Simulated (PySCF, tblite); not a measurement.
# C₅H₇GeN: geometry, infrared bands, NMR shifts, spin-spin couplings and electronic excitations, part 1 of 2

What infrared bands, NMR shifts, spin-spin couplings and electronic excitations should C₅H₇GeN (`N#C[C@H]1C=C[CH2][GeH2]1`) show?

The runs use tblite 0.8.0 and PySCF 2.14.0, with density-fitted response routines of our own; the level of theory stands in each step. All values are computed, except where a source is named. Atoms count from 0, in the outputs and in this text.

### 1 Starting geometry

14 atoms, charge 0, multiplicity 1; geometry from: force field or distance geometry start.

Bonds of the start (Å): N0–C1 1.16, C1–C2 1.45, C2–C3 1.46, C3–C4 1.29, C4–C5 1.47, C5–Ge6 1.96, Ge6–C2 1.98, C2–H7 1.12, C3–H8 1.14, C4–H9 1.14, C5–H10 1.10, C5–H11 1.11, Ge6–H12 1.55, Ge6–H13 1.53.

### 2 Geometry optimisation with GFN2-xTB

The job: settings as JSON, then the geometry in Å.

```
{"job": {"kind": "relax", "xc": "GFN2-xTB", "basis": "xTB"}, "charge": 0, "multiplicity": 1}
N      3.096900     1.461700     0.332600
C      2.128400     1.002700    -0.101300
C      0.925500     0.386100    -0.619500
C      0.725900    -0.995800    -0.187000
C     -0.434400    -1.418300     0.175300
C     -1.608700    -0.528900     0.132200
Ge    -0.656900     1.174200     0.281300
H      0.808300     0.539100    -1.719600
H      1.632600    -1.688200    -0.153000
H     -0.592000    -2.489700     0.516300
H     -2.088900    -0.591200    -0.860400
H     -2.315700    -0.689500     0.968400
H     -0.328400     1.538800     1.749500
H     -1.293200     2.298600    -0.537000
```

On the command line:

```bash
> OMP_NUM_THREADS=1 python probes_run.py task.json out
```

The driver reads the jobs from task.json and runs them one after another.

Output:

```text
step      E/eV     max force
  0    -517.59588    4.046
  1    -517.76190    3.379
  2    -517.80860    3.907
  3    -517.86029    2.405
  4    -517.90806    0.578
  5    -517.92232    0.305
  6    -517.94597    0.358
  7    -517.95221    0.282
  8    -517.96260    0.226
  9    -517.97058    0.285
 10    -517.97773    0.199
 11    -517.98130    0.140
 12    -517.98342    0.089
 13    -517.98507    0.091
 14    -517.98663    0.135
 15    -517.98787    0.100
 16    -517.98865    0.074
 17    -517.98927    0.072
 18    -517.99012    0.121
 19    -517.99133    0.149
 20    -517.99289    0.127
 21    -517.99448    0.088
 22    -517.99582    0.086
 23    -517.99700    0.121
 24    -517.99830    0.122
 25    -517.99977    0.117
 26    -518.00111    0.096
 27    -518.00208    0.069
 28    -518.00272    0.060
 29    -518.00330    0.064
 30    -518.00388    0.066
 31    -518.00435    0.054
 32    -518.00469    0.064
 33    -518.00501    0.061
 34    -518.00543    0.072
 35    -518.00602    0.076
 36    -518.00670    0.079
 37    -518.00741    0.085
 38    -518.00820    0.077
 39    -518.00927    0.100
 40    -518.01070    0.145
 41    -518.01224    0.147
 42    -518.01363    0.111
 43    -518.01488    0.096
 44    -518.01615    0.097
 45    -518.01755    0.119
 46    -518.01892    0.110
 47    -518.02014    0.129
 48    -518.02137    0.124
 49    -518.02282    0.133
 50    -518.02314    0.285
 51    -518.02529    0.115
 52    -518.02612    0.075
 53    -518.02767    0.160
 54    -518.02862    0.159
 55    -518.03039    0.171
 56    -518.03206    0.344
 57    -518.03271    0.115
 58    -518.03342    0.073
 59    -518.03423    0.148
 60    -518.03489    0.136
 61    -518.03580    0.083
 62    -518.03625    0.067
 63    -518.03661    0.065
 64    -518.03689    0.052
 65    -518.03721    0.049
 66    -518.03778    0.089
 67    -518.03825    0.109
 68    -518.03886    0.113
 69    -518.03933    0.092
 70    -518.03960    0.096
 71    -518.03979    0.036
 72    -518.04000    0.063
 73    -518.04025    0.058
 74    -518.04042    0.074
 75    -518.04061    0.037
 76    -518.04080    0.038
 77    -518.04092    0.063
 78    -518.04099    0.033
 79    -518.04104    0.033
 80    -518.04110    0.023
 81    -518.04114    0.020
 82    -518.04118    0.018
 83    -518.04121    0.013
 84    -518.04124    0.014
 85    -518.04127    0.014
 86    -518.04129    0.011
 87    -518.04131    0.012
 88    -518.04132    0.013
 89    -518.04134    0.013
 90    -518.04135    0.013
 91    -518.04136    0.010
 92    -518.04136    0.009
```

Wall time 0.92 s (1 thread of Arm Neoverse N1, shared host); peak memory 0.18 GiB.

Along the way: (not every step is listed)

```csv
step,energy from step 0 (eV),largest force (eV/Å)
0,0.0000,4.0459
1,-0.1660,3.3790
2,-0.2127,3.9066
3,-0.2644,2.4048
4,-0.3122,0.5780
5,-0.3264,0.3048
6,-0.3501,0.3582
7,-0.3563,0.2825
8,-0.3667,0.2259
15,-0.3920,0.0996
22,-0.3999,0.0863
29,-0.4074,0.0638
36,-0.4108,0.0787
43,-0.4190,0.0958
50,-0.4273,0.2854
57,-0.4368,0.1155
64,-0.4410,0.0517
71,-0.4439,0.0359
78,-0.4451,0.0334
85,-0.4454,0.0144
87,-0.4454,0.0124
88,-0.4454,0.0127
89,-0.4455,0.0130
90,-0.4455,0.0130
91,-0.4455,0.0103
92,-0.4455,0.0088
```

Close pairs (by a distance rule), those that changed most:

```csv
bond,before (Å),after (Å),change (Å)
C3–H8,1.141,1.080,-0.061
C4–H9,1.135,1.081,-0.054
C2–C3,1.462,1.509,+0.047
Ge6–H12,1.548,1.501,-0.047
C3–C4,1.287,1.322,+0.035
C5–Ge6,1.957,1.985,+0.028
C2–Ge6,1.984,2.011,+0.027
C4–C5,1.474,1.500,+0.026
```

The end geometry stands in the next job.

### 3 Infrared spectrum with GFN2-xTB

The job: settings as JSON, then the geometry in Å.

```
{"job": {"kind": "ir", "xc": "GFN2-xTB", "basis": "xTB"}, "charge": 0, "multiplicity": 1}
N      2.841099     1.035138     1.123250
C      2.030605     0.788348     0.353211
C      0.988786     0.472824    -0.576224
C      0.710910    -1.009883    -0.551037
C     -0.424138    -1.463600    -0.046928
C     -1.462039    -0.523233     0.489991
Ge    -0.755850     1.272902     0.025207
H      1.305222     0.799208    -1.571280
H      1.478053    -1.667472    -0.933575
H     -0.638018    -2.522402    -0.005040
H     -2.438700    -0.741025     0.055485
H     -1.558659    -0.653414     1.569936
H     -0.611352     2.249267     1.156239
H     -1.466597     1.962869    -1.111401
```

Output:

```text
mode    cm-1     km/mol
  1      34.6      1.98
  2     115.6      4.78
  3     162.1      2.76
  4     328.5     10.48
  5     357.7      1.40
  6     389.5      8.05
  7     422.7     23.19
  8     510.7     10.13
  9     526.7     20.13
 10     566.5      8.13
 11     597.5    143.40
 12     643.3     17.76
 13     712.0     59.57
 14     759.1     44.92
 15     798.5     12.40
 16     824.5    201.29
 17     903.4      0.45
 18     953.1      2.16
 19     995.6      5.42
 20    1039.2     43.41
 21    1063.9     16.45
 22    1086.7      9.31
 23    1153.9      9.22
 24    1192.1     19.82
 25    1214.5      7.76
 26    1306.8     17.41
 27    1432.3      6.91
 28    1702.4     18.12
 29    1937.7    264.31
 30    2025.0    436.98
 31    2386.8    311.73
 32    2916.9     20.04
 33    2942.7     25.11
 34    2968.6     20.41
 35    3061.4     20.10
 36    3078.7     67.39
```

Wall time 0.68 s (1 thread of Arm Neoverse N1, shared host); peak memory 0.18 GiB.

The strongest bands and the atoms that carry them (share of the mass-weighted mode):

| cm⁻¹ | km/mol | atoms |
| --- | --- | --- |
| 598 | 143.4 | H13 45 %, H12 43 % |
| 712 | 59.6 | H9 22 %, H11 14 %, C5 14 %, H8 11 % |
| 759 | 44.9 | C3 18 %, C5 17 %, C2 16 %, C4 16 % |
| 824 | 201.3 | H13 49 %, H12 48 % |
| 1938 | 264.3 | H13 77 %, H12 22 % |
| 2025 | 437.0 | H12 76 %, H13 22 % |
| 2387 | 311.7 | C1 60 %, N0 39 % |
| 3079 | 67.4 | H8 69 %, H9 22 % |

### 4 Optimising the geometry at PBE0-D3(BJ)/def2-SVP

The job: settings as JSON, then the geometry in Å.

```
{"job": {"xc": "PBE0", "basis": "def2-SVP", "d3": "d3bj", "grid": 1, "shake": 0.01, "kind": "geom"}, "charge": 0, "multiplicity": 1}
N      2.861510     1.009580     1.127430
C      2.024930     0.783820     0.351060
C      0.968590     0.470500    -0.584880
C      0.744140    -1.007630    -0.554560
C     -0.426950    -1.470280    -0.057480
C     -1.465950    -0.518410     0.487610
Ge    -0.746270     1.270900     0.025450
H      1.320680     0.804660    -1.576330
H      1.476220    -1.662070    -0.914220
H     -0.640710    -2.524840     0.004980
H     -2.447560    -0.743940     0.064310
H     -1.552860    -0.652500     1.576640
H     -0.639630     2.259480     1.146640
H     -1.483280     1.965630    -1.104400
```

Output:

```text
step   0  E = -2325.46447260  max force = 0.054560
step   1  E = -2325.46977345  max force = 0.010575
step   2  E = -2325.47017082  max force = 0.002338
step   3  E = -2325.47021786  max force = 0.004306
step   4  E = -2325.47030331  max force = 0.001281
step   5  E = -2325.47032541  max force = 0.000463
step   6  E = -2325.47033763  max force = 0.000400
optimisation converged
```

Run time: 2.3 min. Hardware: 1 thread of Arm Neoverse N1, shared host; peak memory 0.68 GiB.

Along the way:

```
step  energy from step 0 (eV)  largest force component (eV/Å)
   0                   0.0000                          2.8056
   1                  -0.1442                          0.5438
   2                  -0.1551                          0.1202
   3                  -0.1563                          0.2214
   4                  -0.1587                          0.0659
   5                  -0.1593                          0.0238
   6                  -0.1596                          0.0206
```

Distances of close pairs at the start and the end, largest changes first:

```csv
bond,before (Å),after (Å),change (Å)
C3–H8,1.046,1.095,+0.049
Ge6–H12,1.499,1.534,+0.035
Ge6–H13,1.517,1.538,+0.021
C2–C3,1.495,1.515,+0.020
C4–H9,1.078,1.096,+0.018
C5–Ge6,1.983,1.965,-0.018
C3–C4,1.354,1.339,-0.015
C2–Ge6,1.988,2.003,+0.014
```

The next job starts from the end point, and lists it.

```csv
at the end point,value
point group (found at 0.08 Å tolerance),C1
"rotational constants (GHz, main isotopes)","2.723, 1.612, 1.142"
dipole moment (D),4.45
```

### 5 NMR shieldings: PBE0/pcSseg-1

The job: settings as JSON, then the geometry in Å.

```
{"job": {"kind": "nmr", "xc": "PBE0", "basis": "pcSseg-1"}, "charge": 0, "multiplicity": 1}
N      2.950856     1.268846     0.943993
C      2.081690     0.923971     0.259044
C      0.975280     0.483750    -0.570246
C      0.742485    -1.011300    -0.492710
C     -0.405058    -1.487184     0.006951
C     -1.478222    -0.564722     0.509026
Ge    -0.788096     1.214010     0.036889
H      1.178152     0.803460    -1.606486
H      1.534944    -1.682535    -0.839733
H     -0.565010    -2.570120     0.062540
H     -2.454302    -0.774330     0.043419
H     -1.618724    -0.671708     1.597802
H     -0.646481     2.204372     1.199499
H     -1.527577     1.857521    -1.148302
```

With the program's defaults for keys left out, this is: GIAO PBE0/pcSseg-1 NMR shielding, non-relativistic, gas phase.

Output:

```text
coarse grid: 55744 points
cycle   1  E = -2325.5544220419  dE =  1.892e-01  |g| = 9.564e-01  |ddm| = 3.628e+00
cycle   2  E = -2325.3841200211  dE =  1.703e-01  |g| = 1.274e+00  |ddm| = 1.437e+00
cycle   3  E = -2325.6113976961  dE = -2.273e-01  |g| = 4.306e-01  |ddm| = 1.134e+00
cycle   4  E = -2325.6500015299  dE = -3.860e-02  |g| = 8.311e-02  |ddm| = 3.164e-01
cycle   5  E = -2325.6511443762  dE = -1.143e-03  |g| = 1.220e-02  |ddm| = 6.941e-02
cycle   6  E = -2325.6511770044  dE = -3.263e-05  |g| = 4.770e-03  |ddm| = 1.376e-02
cycle   7  E = -2325.6511812918  dE = -4.287e-06  |g| = 1.805e-03  |ddm| = 4.703e-03
final grid: 117680 points
cycle   8  E = -2325.6511647040  dE =  1.643e-06  |g| = 3.132e-03  |ddm| = 4.482e-03
cycle   9  E = -2325.6511588331  dE =  5.871e-06  |g| = 5.750e-03  |ddm| = 7.214e-03
cycle  10  E = -2325.6511671961  dE = -8.363e-06  |g| = 2.118e-04  |ddm| = 4.610e-03
cycle  11  E = -2325.6511672046  dE = -8.493e-09  |g| = 9.401e-05  |ddm| = 2.324e-04
cycle  12  E = -2325.6511672064  dE = -1.790e-09  |g| = 1.660e-05  |ddm| = 7.097e-05
cycle  13  E = -2325.6511672065  dE = -4.957e-11  |g| = 1.945e-06  |ddm| = 1.131e-05
converged SCF energy = -2325.6511672065

GIAO shielding tensors (ppm)
atom      isotropic    diamagn.    paramagn.     s11        s22        s33       span
  0 N      -34.259     339.561    -373.821   -203.640   -187.015    287.877    491.517
  1 C       60.087     259.568    -199.481    -61.992    -51.686    293.940    355.933
  2 C      166.954     251.302     -84.348    153.072    164.528    183.261     30.189
  3 C       47.912     253.760    -205.848    -60.826     72.515    132.047    192.872
  4 C       39.855     254.338    -214.483    -69.474     51.303    137.736    207.211
  5 C      167.393     251.753     -84.360    152.646    158.105    191.427     38.781
  6 Ge    1420.192    2754.120   -1333.928   1283.625   1440.083   1536.868    253.244
  7 H       28.619      28.846      -0.227     24.220     26.073     35.563     11.342
  8 H       25.312      30.054      -4.741     22.579     26.081     27.278      4.699
  9 H       25.011      29.681      -4.670     22.360     25.807     26.866      4.506
 10 H       29.489      29.106       0.383     24.310     26.793     37.365     13.054
 11 H       29.245      29.373      -0.128     24.383     26.405     36.948     12.565
 12 H       26.523      28.051      -1.528     20.402     21.700     37.467     17.064
 13 H       26.731      28.046      -1.315     20.345     21.549     38.301     17.956
```

Wall time 62 s (1 thread of Arm Neoverse N1, shared host); peak memory 0.87 GiB.

The references, computed at this level on geometries of the same kind, shield at (ppm): ¹H TMS 31.27, ¹³C TMS 184.4, ¹⁵N NH3 265.7, ⁷³Ge GeMe4 1330. Their shielding less the atom's gives the shift. The references are single molecules in the gas phase, so shifts against H2O, NH3, PH3, H3PO4 or CFCl3 are not on the usual liquid scales and can be off by tens of ppm.

```csv
atoms,environment,σ (ppm),δ (ppm)
C4,alkene CH,39.9,144.6
C3,alkene CH,47.9,136.5
C1,nitrile carbon,60.1,124.3
C2,allylic sp3 CH bonded to Ge,167.0,17.5
C5,allylic sp3 CH2 bonded to Ge,167.4,17.0
H9,hydrogen on an alkene CH,25.01,6.26
H8,hydrogen on an alkene CH,25.31,5.95
H12,"hydrogen on a germanium bonded to 2 C, in a 5-membered ring",26.52,4.74
H13,"hydrogen on a germanium bonded to 2 C, in a 5-membered ring",26.73,4.54
H7,hydrogen on an allylic sp3 CH bonded to Ge,28.62,2.65
H11,hydrogen on an allylic sp3 CH2 bonded to Ge,29.25,2.02
H10,hydrogen on an allylic sp3 CH2 bonded to Ge,29.49,1.78
N0,nitrile nitrogen,-34.3,299.9
Ge6,"germanium bonded to 2 C, 2 H, in a 5-membered ring",1420,-90
```

Charges from the same density, by scheme (e):

| atoms | Mulliken | IAO | Hirshfeld | ESP fit |
| --- | --- | --- | --- | --- |
| N0 | -0.26 | -0.26 | -0.24 | -0.47 |
| C1 | 0.16 | 0.13 | 0.06 | 0.31 |
| C2 | -0.55 | -0.39 | -0.09 | 0.00 |
| C3 | -0.05 | -0.15 | -0.05 | -0.25 |
| C4 | -0.14 | -0.13 | -0.04 | -0.13 |
| C5 | -0.45 | -0.51 | -0.15 | -0.06 |
| Ge6 | 0.51 | 0.65 | 0.37 | 0.22 |

Mayer bond orders: N0–C1 3.05, C1–C2 0.96, C2–C3 0.95, C3–C4 1.91, C4–C5 1.00, C5–Ge6 0.94, Ge6–C2 0.81.

Ring of atoms C2, C3, C4, C5, Ge6: NICS(0) -3.5, NICS(1) -3.5, NICS(1)zz -2.1 ppm (means of both faces).

Orbitals, density, ELF and potential are computed afterwards from the orbital file.

Frontier orbitals at PBE0/pcSseg-1, with the share of their density that lies nearest to each atom:

```
orbital  energy (eV)                                        lies on
   HOMO        -7.85                         C3, C4 about 33 % each
   LUMO        -0.32  C3, C4 about 27 % each; H8, H9 about 7 % each
```

ELF in a plane through or near 6 of the atoms.

Ten even steps from ' ' (0.00) to '@' (1.00):
```
                                                        
                                                        
                                                        
                        ......                          
                    ..::====--::..                      
                    ..--==--::::::..                    
                    ..--..++**--::--..                  
            ....    ::==..**++++::++----++==            
        ..::--==----++%%**..::..######@@@@@@++          
        ::--++****%%++--%%==::--**++##@@@@@@**..        
        ::--++****%%--::##--  ..**##**%%@@%%--          
        ..::--====++++%%%%==**##::**==..                
            ....    ..++::**==##::**##--                
                    ==%%@@**++++**@@@@%%--              
                  ..@@@@@@@@==  ++@@@@@@++              
                  ::@@@@@@%%::  ::%%@@%%..              
                    ::****::        ..                  
                                                        
                                                        
                                                        
```
The map spans 11.4 Å across and 10.0 Å up, centred on the molecule. Atoms in the plane (x, y in Å): C2 (-1.1, -0.1), C3 (-0.3, -1.3), C4 (1.0, -1.1), Ge6 (0.2, 1.4), H8 (-0.7, -2.3), H10 (2.5, 0.4).

On the surface of density 0.002 e/bohr³ the electrostatic potential runs, from the 1st to the 99th percentile, from -1.95 V near N0 to 1.30 V near Ge6.

(Continued in part 2 of 2.)
